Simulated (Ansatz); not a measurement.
A nudged elastic band was laid between two geometries of a periodic cell of 13 atoms, Zr$_{12}$H (host Zr, host structure hcp, interstitial H).

Theory: DFT PBE, scalar-relativistic, plane waves, PAW (Ansatz). Settings: cutoff 420 eV, k mesh 3x2x3, fermi-dirac smearing 0.05 eV, no spin polarisation.

```json
{
 "movable images": "3",
 "climbing image": "yes",
 "spring": "5.0 eV/Å²",
 "optimiser": "fire",
 "start path": "straight line",
 "force threshold": "0.03 eV/Å",
 "iteration limit": "80",
 "end points": "relaxed"
}
```

Initial state:

```xyz
13
Lattice="6.4600 0.0000 0.0000 -4.8450 8.3918 0.0000 0.0000 0.0000 5.1454" Properties=species:S:1:pos:R:3
Zr -0.007 -0.058 0.084
Zr 0.000 1.871 2.555
Zr -1.644 2.824 0.043
Zr -1.620 4.668 2.526
Zr -3.223 5.607 -0.058
Zr -3.222 7.458 2.583
Zr 3.223 -0.001 0.028
Zr 3.230 1.882 2.574
Zr 1.641 2.825 0.026
Zr 1.623 4.689 2.492
Zr -0.009 5.582 -0.039
Zr -0.013 7.440 2.593
H -0.005 1.847 4.562
```

Final state:

```xyz
13
Lattice="6.4600 0.0000 0.0000 -4.8450 8.3918 0.0000 0.0000 0.0000 5.1454" Properties=species:S:1:pos:R:3
Zr -0.004 -0.061 -0.094
Zr 0.006 1.869 2.589
Zr -1.638 2.819 -0.047
Zr -1.619 4.667 2.623
Zr -3.219 5.605 0.065
Zr -3.221 7.455 2.559
Zr 3.226 -0.002 -0.029
Zr 3.236 1.877 2.570
Zr 1.647 2.822 -0.025
Zr 1.627 4.689 2.660
Zr -0.005 5.581 0.047
Zr -0.011 7.440 2.549
H 0.002 1.843 5.727
```

Q: Which bonds break or form, and what moves?

A: The atom that moves furthest is H13, by 1.17 Å; four of its nearest neighbours are Zr2 2.01, Zr3 2.01, Zr9 2.01, Zr1 2.02 Å at the first end and Zr2 2.01, Zr9 2.01, Zr3 2.01, Zr1 2.02 Å at the last.

Q: Give the energies along the band, and the barrier.

A: It converged. The highest image is number 2 of 0 to 4, 0.186 eV above the ends, which have the same energy within 2 meV. By the program's own check the climbing image is of a kind that is not told: the force calls were inconclusive, a negative curvature could not be distinguished from the path's own, the only one lies far off the path, or fixed occupations may fill a level only in part (lowest curvatures found: -2.38 and 0.21 eV/Å²). Limits of this set-up: coarse k mesh, odd electron count without spin, a small cell, in which the defect meets its images, a typed lattice constant that wasn't relaxed here.

```tsv
image	path coordinate (Å)	energy (eV)
0	0.00	0.000
1	0.32	0.085
2	0.65	0.186
3	0.97	0.088
4	1.29	0.000
```

Q: What is the geometry of the highest image?

A: 
```xyz
13
Lattice="6.4600 0.0000 0.0000 -4.8450 8.3918 0.0000 0.0000 0.0000 5.1454" Properties=species:S:1:pos:R:3
Zr -0.018 -0.114 0.037
Zr 0.010 1.859 2.581
Zr -1.662 2.841 0.074
Zr -1.618 4.656 2.623
Zr -3.202 5.620 0.006
Zr -3.233 7.462 2.599
Zr 3.208 0.023 -0.005
Zr 3.240 1.893 2.558
Zr 1.677 2.863 -0.093
Zr 1.628 4.688 2.495
Zr -0.020 5.558 -0.024
Zr -0.021 7.432 2.562
H 0.013 1.839 5.166
```

The band took 40 iterations and about 60 core-minutes.

Time of the run: 17 min on 4 threads of AMD EPYC 7B13 (Zen 3), on a shared host, peak memory 1.6 GiB.
